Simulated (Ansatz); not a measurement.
# Si: the cost of one run

Computed with Ansatz 0.2.0 (DFT PBE, scalar-relativistic, plane waves, PAW, unless a step's input says otherwise).

### 1 The system as given

It takes space group Fd-3m (No. 227, cubic). Conventional cell: a = 5.444 Å, b = 5.444 Å, c = 5.444 Å, α = 90.00°, β = 90.00°, γ = 90.00°. Around Si (site symmetry -43m) lie 4 Si at 2.36 Å.

Coordinates:

```cif
data_structure
_symmetry_space_group_name_H-M 'Fd-3m:1'
_symmetry_Int_Tables_number 227
_cell_length_a 5.4437
_cell_length_b 5.4437
_cell_length_c 5.4437
_cell_angle_alpha 90.000
_cell_angle_beta 90.000
_cell_angle_gamma 90.000
_cell_volume 161.32
loop_
_atom_site_label
_atom_site_type_symbol
_atom_site_symmetry_multiplicity
_atom_site_Wyckoff_symbol
_atom_site_fract_x
_atom_site_fract_y
_atom_site_fract_z
_atom_site_occupancy
Si1 Si 8 a 0.25000 0.25000 0.25000 1
```

Source of the structure: the Materials Project (structure only).

(A quick probe on a coarse mesh, which set the mesh and smearing, is not shown.)

### 3 Relaxing cell and atoms

Contents of input.yaml:

```yaml
crystal:
  lattice:
    - [0.0, 2.72185119, 2.72185119]
    - [2.72185119, 0.0, 2.72185119]
    - [2.72185119, 2.72185119, 0.0]
  atoms:
    - { symbol: Si, position: [0.75, 0.75, 0.75] }
    - { symbol: Si, position: [0.5, 0.5, 0.5] }
basis:
  ecutwfc: 420
kpoints:
  mp_grid: { grid: [8, 8, 8] }
hamiltonian:
  xc: pbe
scf:
  occupations: { method: gaussian, width: 0.02 }
output:
  forces: true
  stress: true
  eigenvalues: true
relax:
  adjacent_minimum: "off"
  f_tol: 0.005
  max_steps: 80
  cell: { stress_tol: 0.05 }
```

The run is started by

```bash
$ ansatz run input.yaml --threads 4 --pin off --max-ram 8192MiB --backend cpu --events-out ev --progress --plain --runs-dir out
```

Q: Estimate wall time and peak memory on 4 threads of Arm Neoverse V1, shared host.

About 1.2 s, with a peak of 0.28 GiB.
